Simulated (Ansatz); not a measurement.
CH3NOSi, SMILES N#C[SiH2]O, a rigid scan of one bond angle

Computed with Ansatz's Python interface.

`run_bend.py`
```python
'''Bending curve of CH3NOSi.'''

import ansatz
from ase import Atoms

atoms = Atoms(['N', 'C', 'Si', 'O', 'H', 'H', 'H'], positions=[
    (0.1058, -2.4483, 1.0917),
    (0.1259, -1.3013, 0.7264),
    (0.1934, 0.4791, 0.0978),
    (-0.856, 0.8718, -1.0285),
    (1.5478, 0.7269, -0.5351),
    (0.0906, 1.4547, 1.2331),
    (-1.1463, 0.1491, -1.6311),
])

# start the scan from a relaxed geometry
first = (
    ansatz.Crystal.molecule_from_ase(atoms).calculation()
    .basis(gaussian='6-31G*')
    .functional('PBE0')
    .relax(force_tolerance=0.02, max_steps=80)
)
atoms.positions = first.run(threads=1, backend='cpu').report['positions_ang']

rows = []
for angle in [85, 95, 105, 115, 125, 140, 160]:
    bent = atoms.copy()
    bent.set_angle(2, 3, 6, angle, indices=[6])
    calculation = (
        ansatz.Crystal.molecule_from_ase(bent).calculation()
        .basis(gaussian='6-31G*')
        .functional('PBE0')
    )
    rows.append((angle, calculation.run(threads=1, backend='cpu').report['free_energy_ev']))
floor = min(e for _, e in rows)
for angle, e in rows:
    print(f'angle Si2-O3-H6 = {angle:3d} deg   {1000 * (e - floor):9.1f} meV')
```

```console
$ python run_bend.py
angle Si2-O3-H6 =  85 deg       526.6 meV
angle Si2-O3-H6 =  95 deg       228.6 meV
angle Si2-O3-H6 = 105 deg        62.7 meV
angle Si2-O3-H6 = 115 deg         0.0 meV
angle Si2-O3-H6 = 125 deg        15.9 meV
angle Si2-O3-H6 = 140 deg       134.2 meV
angle Si2-O3-H6 = 160 deg       342.5 meV
```

The scan is rigid, and the energies are electronic, in a modest basis. The zero is the lowest point of the grid, which needn't be the minimum. Finished in 33 s on 1 thread of Arm Neoverse V2, with other jobs on the host, peak memory 0.23 GiB.
